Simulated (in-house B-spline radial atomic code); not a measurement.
# Sr²⁶⁺: starting-point dependence of G0W0 and RPA

G0W0 and RPA are one-shot methods. How much does the choice of start matter for Sr²⁶⁺?

Program: an in-house B-spline radial atomic code, version 1. Level of theory: RPA, second order, AC-SOSEX and G0W0 (contour deformation) on a scalar-relativistic mean field, all electrons; no spin-orbit coupling, Breit or QED terms, no two-electron picture change. These are calculated values, not measurements, unless marked.

## 1. What is computed

| Item | Value |
| --- | --- |
| element | strontium (Z = 38) |
| charge | +26 |
| electrons | 12 |
| configuration | [Ne] 3s2 |
| next ion, run as well | [Ne] 3s1 |
| Hamiltonian | scalar-relativistic (spin-free one-electron X2C), finite nucleus |
| starts | Hartree-Fock, PBE, BLYP, r2SCAN0 |

The outer shells:

Sr26+
```
[Ne] core
3s [↑↓]
```

## 2. Run with the Hartree-Fock start

Settings of the run:

```ini
Z = 38
electrons = 12.0
configuration = [Ne] 3s2
hamiltonian = x2c
method = hf
lmax = 9
rms_radius = 4.224
spin_polarised = False
box_radius = 3.38
intervals = 63
```

Launch:

```console
python run_gw.py task.json out
```

The settings of every run stand in task.json; they run in order.

From the run's result record (rounded, not every field):

```text
status: converged
energies [hartree]:
  mean_field: -2712.938338
  exx_total: -2712.938338
  exchange: -66.44877504
  rpa: -0.85990823
  rpa_summed: -0.85582434
  direct_second_order: -0.91424996
  second_order_exchange: 0.33831337
  sosex: 0.318686
rpa_by_multipole [hartree]: [-0.167595, -0.439799, -0.135801, -0.0665619, -0.0239299, -0.0107795, -0.00557059, -0.00315935, -0.00191797, -0.000618553, -9.13665e-05]
polarisability [bohr^3: independent particles, RPA]: [0.0535162, 0.0374983]
gap [hartree]: 4.390351
levels [hartree]:
  - {"name": "3s", "occ": 1, "e": -48.83224, "sx": -2.823675, "vxc": -2.823675, "sc": -0.1600245, "z": 0.9871456, "qp": -48.99261, "tail": -0.0003428402}
  - {"name": "2p", "occ": 1, "e": -118.3282, "sx": -9.040588, "vxc": -9.040588, "sc": 0.1231714, "z": 0.9946969, "qp": -118.2059, "tail": -0.0008811139}
  - {"name": "2s", "occ": 1, "e": -127.4792, "sx": -9.610971, "vxc": -9.610971, "sc": -0.04342121, "z": 0.9329525, "qp": -127.5234, "tail": -0.0007601126}
  - {"name": "1s", "occ": 1, "e": -642.1459, "sx": -26.89237, "vxc": -26.89237, "sc": 0.8433111, "z": 0.9880708, "qp": -641.3029, "tail": -0.0003074428}
  - {"name": "3p", "occ": 0, "e": -44.44189, "sx": -1.067097, "vxc": -1.067097, "sc": -0.0971532, "z": 0.9865108, "qp": -44.53946, "tail": -0.0004104974}
ion_energies [hartree]:
  mean_field: -2664.113262
  exx_total: -2664.113262
  exchange: -64.77399881
  rpa: -0.71865028
  rpa_summed: -0.71485528
  direct_second_order: -0.74362351
  second_order_exchange: 0.28736361
  sosex: 0.27828936
```

It took 3.9 s on 1 thread, shared host.

In the record, exx_total is the Hartree-Fock functional on the start's orbitals, rpa_summed the RPA energy up to lmax and rpa the same with the tail beyond it, gap the smallest same-spin excitation energy of the start. For a level, e is the start's value, sx and sc the exchange and correlation self-energies, vxc the start's own term, z the quasi-particle weight, and qp = e + sx − vxc + sc + tail. Deeper levels of weight under 0.85 meet poles of the self-energy and are not shown.

G0W0 moves 3s down by 4.36 eV, to -1333.16 eV.

The largest part of the RPA energy comes from multipole 1 (51 % of the sum).

## 3. Run with the PBE start

Changes to the settings of step 2:

```diff
@@ -4,3 +4,3 @@
 hamiltonian = x2c
-method = hf
+method = pbe,pbe
 lmax = 9
```

Result record:

```text
status: converged
energies [hartree]:
  mean_field: -2713.205181
  exx_total: -2712.930479
  exchange: -66.42004306
  rpa: -0.94970791
  rpa_summed: -0.9456093
  direct_second_order: -1.0475862
  second_order_exchange: 0.39980734
  sosex: 0.36001476
rpa_by_multipole [hartree]: [-0.174427, -0.511342, -0.144951, -0.0682716, -0.0242995, -0.0108909, -0.00561158, -0.00317668, -0.00192609, -0.000621156, -9.15262e-05]
polarisability [bohr^3: independent particles, RPA]: [0.0864612, 0.0506846]
gap [hartree]: 2.634048
levels [hartree]:
  - {"name": "3s", "occ": 1, "e": -48.10297, "sx": -2.854944, "vxc": -2.12412, "sc": -0.1942703, "z": 0.9781189, "qp": -49.02841, "tail": -0.0003439283}
  - {"name": "2p", "occ": 1, "e": -115.4468, "sx": -9.037161, "vxc": -6.153225, "sc": 0.1559164, "z": 0.9912983, "qp": -118.1757, "tail": -0.0008809582}
  - {"name": "2s", "occ": 1, "e": -123.7771, "sx": -9.570622, "vxc": -5.874093, "sc": 0.1234514, "z": 0.9796879, "qp": -127.351, "tail": -0.0007993671}
  - {"name": "1s", "occ": 1, "e": -631.8959, "sx": -26.883, "vxc": -16.63057, "sc": 1.045969, "z": 0.9802015, "qp": -641.1026, "tail": -0.0003074896}
  - {"name": "3p", "occ": 0, "e": -45.46892, "sx": -1.097119, "vxc": -2.134504, "sc": -0.1248579, "z": 0.973998, "qp": -44.55681, "tail": -0.000413693}
ion_energies [hartree]:
  mean_field: -2664.213653
  exx_total: -2664.106078
  exchange: -64.74242595
  rpa: -0.76105013
  rpa_summed: -0.75724369
  direct_second_order: -0.79502861
  second_order_exchange: 0.32268942
  sosex: 0.30671309
```

Wall time 3.9 s (1 thread, shared host).

Highest level 3s: -1308.95 eV in the start, -1334.13 eV after G0W0, weight 0.98.

## 4. Run with the BLYP start

Changes to the settings of step 3:

```diff
@@ -4,3 +4,3 @@
 hamiltonian = x2c
-method = pbe,pbe
+method = b88,lyp
 lmax = 9
```

Result record:

```text
status: converged
energies [hartree]:
  mean_field: -2713.68196
  exx_total: -2712.929542
  exchange: -66.42365354
  rpa: -0.95015182
  rpa_summed: -0.94605371
  direct_second_order: -1.0483187
  second_order_exchange: 0.4001384
  sosex: 0.36021048
rpa_by_multipole [hartree]: [-0.174548, -0.511664, -0.144969, -0.068262, -0.0242963, -0.0108895, -0.00561088, -0.0031763, -0.00192586, -0.0006211, -9.15071e-05]
polarisability [bohr^3: independent particles, RPA]: [0.0866543, 0.0507523]
gap [hartree]: 2.627412
levels [hartree]:
  - {"name": "3s", "occ": 1, "e": -48.11692, "sx": -2.85592, "vxc": -2.139376, "sc": -0.1947283, "z": 0.9779756, "qp": -49.02854, "tail": -0.0003439211}
  - {"name": "2p", "occ": 1, "e": -115.4656, "sx": -9.037915, "vxc": -6.174968, "sc": 0.1560353, "z": 0.9912929, "qp": -118.1734, "tail": -0.0008808439}
  - {"name": "2s", "occ": 1, "e": -123.7823, "sx": -9.569513, "vxc": -5.880419, "sc": 0.1233303, "z": 0.9795985, "qp": -127.3489, "tail": -0.0007991488}
  - {"name": "1s", "occ": 1, "e": -632.0249, "sx": -26.88447, "vxc": -16.76897, "sc": 1.04461, "z": 0.9802833, "qp": -641.0961, "tail": -0.0003076192}
  - {"name": "3p", "occ": 0, "e": -45.48951, "sx": -1.097885, "vxc": -2.156758, "sc": -0.1254862, "z": 0.9738564, "qp": -44.55654, "tail": -0.000413716}
ion_energies [hartree]:
  mean_field: -2664.701675
  exx_total: -2664.10554
  exchange: -64.74736881
  rpa: -0.76120343
  rpa_summed: -0.75739733
  direct_second_order: -0.79522053
  second_order_exchange: 0.32282715
  sosex: 0.30681808
```

Run time: 3.7 s. Hardware: 1 thread, shared host.

G0W0 moves 3s down by 24.8 eV, to -1334.13 eV.

## 5. Run with the r2SCAN0 start

Changes to the settings of step 4:

```diff
@@ -4,3 +4,3 @@
 hamiltonian = x2c
-method = b88,lyp
+method = r2scan0
 lmax = 9
```

Result record:

```text
status: converged
energies [hartree]:
  mean_field: -2713.44903
  exx_total: -2712.935742
  exchange: -66.43809148
  rpa: -0.9142389
  rpa_summed: -0.91016572
  direct_second_order: -0.99271033
  second_order_exchange: 0.37439454
  sosex: 0.34366241
rpa_by_multipole [hartree]: [-0.171649, -0.483551, -0.141217, -0.0675065, -0.0240848, -0.0108073, -0.00557221, -0.00315564, -0.00191379, -0.000616872, -9.10705e-05]
polarisability [bohr^3: independent particles, RPA]: [0.0730206, 0.0458957]
gap [hartree]: 3.157062
levels [hartree]:
  - {"name": "3s", "occ": 1, "e": -48.30936, "sx": -2.837715, "vxc": -2.314073, "sc": -0.182206, "z": 0.9816942, "qp": -49.01555, "tail": -0.0003417702}
  - {"name": "2p", "occ": 1, "e": -116.4376, "sx": -9.040722, "vxc": -7.147545, "sc": 0.1417801, "z": 0.9930575, "qp": -118.1899, "tail": -0.0008756998}
  - {"name": "2s", "occ": 1, "e": -125.0945, "sx": -9.591678, "vxc": -7.207943, "sc": 0.08550303, "z": 0.9743461, "qp": -127.3936, "tail": -0.0007899873}
  - {"name": "1s", "occ": 1, "e": -635.4822, "sx": -26.88653, "vxc": -20.22471, "sc": 0.955371, "z": 0.9843929, "qp": -641.189, "tail": -0.0002913499}
  - {"name": "3p", "occ": 0, "e": -45.1523, "sx": -1.084062, "vxc": -1.797294, "sc": -0.1124266, "z": 0.9795517, "qp": -44.55191, "tail": -0.0004097367}
ion_energies [hartree]:
  mean_field: -2664.595933
  exx_total: -2664.111008
  exchange: -64.76387362
  rpa: -0.74394753
  rpa_summed: -0.74016305
  direct_second_order: -0.7739227
  second_order_exchange: 0.30800656
  sosex: 0.29518791
```

Wall time 3.4 s (1 thread, shared host).

Highest level 3s: -1314.56 eV in the start, -1333.78 eV after G0W0, weight 0.98.

## 6. Comparison

| start | level | mean field (eV) | G0W0 (eV) | weight | RPA (hartree) | RPA+SOSEX (hartree) | α, direct RPA (bohr³) | time | miss (eV) |
| --- | --- | --- | --- | --- | --- | --- | --- | --- | --- |
| Hartree-Fock | 3s | -1328.79 | -1333.16 | 0.987 | -0.85991 | -0.54122 | 0.03750 | 3.9 s | -0.243 |
| PBE | 3s | -1308.95 | -1334.13 | 0.978 | -0.94971 | -0.58969 | 0.05068 | 3.9 s | +0.731 |
| BLYP | 3s | -1309.33 | -1334.13 | 0.978 | -0.95015 | -0.58994 | 0.05075 | 3.7 s | +0.734 |
| r2SCAN0 | 3s | -1314.56 | -1333.78 | 0.982 | -0.91424 | -0.57058 | 0.04590 | 3.4 s | +0.381 |

The miss is the G0W0 removal energy (the level with its sign changed) less the semi-empirical ionisation energy, 1333.4 ± 2 eV. Times are single runs on a shared host.

Removal energy from total energies of the two species (eV):

| start | mean field | HF functional | RPA | RPA+SOSEX | second order |
| --- | --- | --- | --- | --- | --- |
| Hartree-Fock | 1328.6 | 1328.6 | 1332.4 | 1331.3 | 1331.9 |
| PBE | 1333.1 | 1328.6 | 1333.7 | 1332.3 | 1333.4 |
| BLYP | 1332.8 | 1328.6 | 1333.7 | 1332.3 | 1333.4 |
| r2SCAN0 | 1329.4 | 1328.6 | 1333.2 | 1331.9 | 1332.7 |

## 7. Summary of results

| quantity | value |
| --- | --- |
| highest level, mean field (range over the runs) | -1328.79 to -1308.95 eV |
| highest level, G0W0 (range over the runs) | -1334.13 to -1333.16 eV |
| RPA correlation energy | -0.9502 to -0.8599 hartree |
| RPA+SOSEX | -0.5899 to -0.5412 hartree |
| semi-empirical ionisation energy (3s shell) | 1333.4 ± 2 eV (NIST Atomic Spectra Database, ionization energies) |
| G0W0 removal energy less that value | -0.243 to +0.734 eV |

**Reading.** G0W0 turns a spread of 19.8 eV among the starts into one of 0.98 eV, 4.9 % of it. Semilocal starts leave the level too high; G0W0 lowers it by 25 eV. The RPA energy is largest in size on BLYP and smallest on Hartree-Fock, 9.5 % apart; over the runs it loosely follows the gap of the start, as smaller excitation energies give more correlation. All G0W0 removal energies agree with the semi-empirical ionisation energy, 1333.4 ± 2 eV, within its uncertainty. Read as a removal energy, the bare PBE level is off by -24.5 eV (-1.8 %) and the nearest bare level, Hartree-Fock's, by -4.61 eV. As differences of total energies the mean miss over the starts is 2.4 eV for mean field, 0.44 eV for RPA, 1.5 eV for RPA+SOSEX.
